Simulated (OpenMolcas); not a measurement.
# Fe³⁺ among point charges: CASSCF and CASPT2 levels and susceptibility

Aim: the splitting of the states of Fe³⁺ in the field of 6 point charges, its lowest levels with spin-orbit coupling and its magnetic susceptibility.

Method: state-averaged CASSCF and CASPT2, spin-orbit coupling by RASSI with atomic mean-field integrals. Code: OpenMolcas 26.06.

## 1. Starting point

| Quantity | Value |
| --- | --- |
| Species | Fe³⁺ (iron, Z = 26, 23 electrons) |
| Basis | ANO-RCC-VDZP [5s4p2d1f], 34 functions |
| Scalar Hamiltonian | DKH2, point nucleus |
| Inactive shells | 1s 2s 2p 3s 3p |
| Active space | 5 electrons in 5 orbitals (3d) |
| Some configurations of this space | 3d⁵ |
| Orbitals | optimised for each spin and parity, averaged over all roots |

The outer shells:

3d5
```
3d [↑ ][↑ ][↑ ][↑ ][↑ ]
```

The ion sits among 6 point charges of -1.5 e arranged as an octahedron (Oh), 1.77 Å from the ion.

Each step is its own input file, run in one work folder so that later steps find the files of earlier ones. Labels, J, g values, rates, χT and fits are worked out afterwards by a script from the matrices that RASSI stores. The input lists half of the charges; inversion (Group=XYZ) makes the rest.

## 2. Basis and integrals

File a.inp:

```
&GATEWAY
Coord
1

Fe 0.0 0.0 0.0
Basis=ANO-RCC-VDZP
Group=XYZ
NoMove
AngMom=0.0 0.0 0.0
AMFI
XField
3 Angstrom 0
1.770000 0.000000 0.000000 -1.500000
0.000000 1.770000 0.000000 -1.500000
0.000000 0.000000 1.770000 -1.500000
&SEWARD
```

Run with:

```console
> OMP_NUM_THREADS=1 MOLCAS_MEM=1689 MOLCAS_PROJECT=a pymolcas a.inp > a.log
```

## 3. CASSCF: sextets of even parity, 1 root

File a.inp:

```
&RASSCF
FileOrb=start.orb
Symmetry=1
Spin=6
nActEl=5 0 0
Inactive=3 6
Ras2=5 0
CIRoot=1 1 1
SDav=1
CIMx=300
Iter=120 100
PrWF=0.3
OrbListing=Nothing
MaxOrb=0
>>> COPY $Project.JobIph JOB001
```

start.orb holds the contracted functions of the basis, ordered by shell, or the orbitals of the step before.

## 4. CASSCF: quartets of even parity, 24 roots

File a.inp:

```
&RASSCF
FileOrb=start.orb
Symmetry=1
Spin=4
nActEl=5 0 0
Inactive=3 6
Ras2=5 0
CIRoot=24 24 1
SDav=24
CIMx=300
Iter=120 100
PrWF=0.3
OrbListing=Nothing
MaxOrb=0
>>> COPY $Project.JobIph JOB002
```

## 5. CASSCF: doublets of even parity, 75 roots

File a.inp:

```
&RASSCF
FileOrb=start.orb
Symmetry=1
Spin=2
nActEl=5 0 0
Inactive=3 6
Ras2=5 0
CIRoot=75 75 1
SDav=75
CIMx=300
Iter=120 100
PrWF=0.3
OrbListing=Nothing
MaxOrb=0
>>> COPY $Project.JobIph JOB003
```

## 6. RASSI: spin-orbit coupling between the states

File a.inp:

```
&RASSI
NrOfJobIphs=3 1 24 75
1
1 2 3 4 5 6 7 8 9 10 11 12 13 14 15 16 17 18 19 20 21 22 23 24
1 2 3 4 5 6 7 8 9 10 11 12 13 14 15 16 17 18 19 20 21 22 23 24 25 26 27
28 29 30 31 32 33 34 35 36 37 38 39 40 41 42 43 44 45 46 47 48 49 50 51
52 53 54 55 56 57 58 59 60 61 62 63 64 65 66 67 68 69 70 71 72 73 74 75
IphNames
JOB001
JOB002
JOB003
EJob
SpinOrbit
DIPRint=1.0
SOCoupling=1000.0
Subsets=2
Property=9
'ANGMOM' 1 'ANGMOM' 2 'ANGMOM' 3 'MLTPL  1' 1 'MLTPL  1' 2 'MLTPL  1' 3
'AMFI' 1 'AMFI' 2 'AMFI' 3
SOProperty=3
'ANGMOM' 1 'ANGMOM' 2 'ANGMOM' 3
```

## 7. CASPT2: IPEA 0.25, imaginary shift 0.1 (closed shells correlated: 3s 3p)

File a.inp:

```
>>> COPY JOB001 $Project.JobIph
&CASPT2
Multistate=1 1
Frozen=2 3
IPEA=0.25
Imaginary=0.1
MaxIter=60
WThr=0.0 0.3 0.05
PrWF=0.5
NoMix
>>> COPY JOB002 $Project.JobIph
&CASPT2
Multistate=24 1 2 3 4 5 6 7 8 9 10 11 12 13 14 15 16 17 18 19 20 21 22
23 24
NoMult
Frozen=2 3
IPEA=0.25
Imaginary=0.1
MaxIter=60
WThr=0.0 0.3 0.05
PrWF=0.5
NoMix
>>> COPY JOB003 $Project.JobIph
&CASPT2
Multistate=75 1 2 3 4 5 6 7 8 9 10 11 12 13 14 15 16 17 18 19 20 21 22
23 24 25 26 27 28 29 30 31 32 33 34 35 36 37 38 39 40 41 42 43 44 45 46
47 48 49 50 51 52 53 54 55 56 57 58 59 60 61 62 63 64 65 66 67 68 69 70
71 72 73 74 75
NoMult
Frozen=2 3
IPEA=0.25
Imaginary=0.1
MaxIter=60
WThr=0.0 0.3 0.05
PrWF=0.5
NoMix
```

(Steps that only read results are left out.)

**Question.** What will these runs give? Wanted: spin-free ground state; lowest level; next level.

As calculated:

| quantity | value |
| --- | --- |
| method | SS-CASPT2, IPEA 0.25, imaginary shift 0.1 (closed shells correlated: 3s 3p) |
| spin-free ground state | 6A1, 1-fold in its orbital part |
| lowest level | 6-fold |
| next level | 32258.1 cm⁻¹ |
| χT at 300 K | 4.39 cm³ K/mol |
| effective moment at 300 K | 5.92 μB |

Cost by method:

| method | time of its own steps | time with the reference |
| --- | --- | --- |
| A. CASSCF | 23 s | 23 s |
| B. SS-CASPT2, IPEA 0.25, imaginary shift 0.1, +3s 3p | 7.2 s | 30 s |

Times are of one thread on a shared host.

In words: The spin-free ground state (6A1) comes to 100 % from free-ion S terms and keeps the highest spin of the shell. χT at 300 K is 4.39, against 4.39 cm³ K/mol for the spin alone, as a half-filled shell (L = 0) has no orbital moment. An active space of the d shell alone favours high spin; real ions in strong fields can be low spin. A ligand-field fit to the states below 45000 cm-1 gives 10Dq = 4070 cm-1, B = 1030 cm-1 and C = 4725 cm-1 (C/B = 4.59), with a deviation of 293 cm-1. CASPT2 does not keep the components of a term degenerate, and the means are used. The field of point charges can differ much from that of real complexes. With metal d orbitals alone active, the gaps between spin states are rough; where two lie within a few thousand cm-1, their order is open. Point charges carry no covalency, so the field is a model and not that of real ligands.
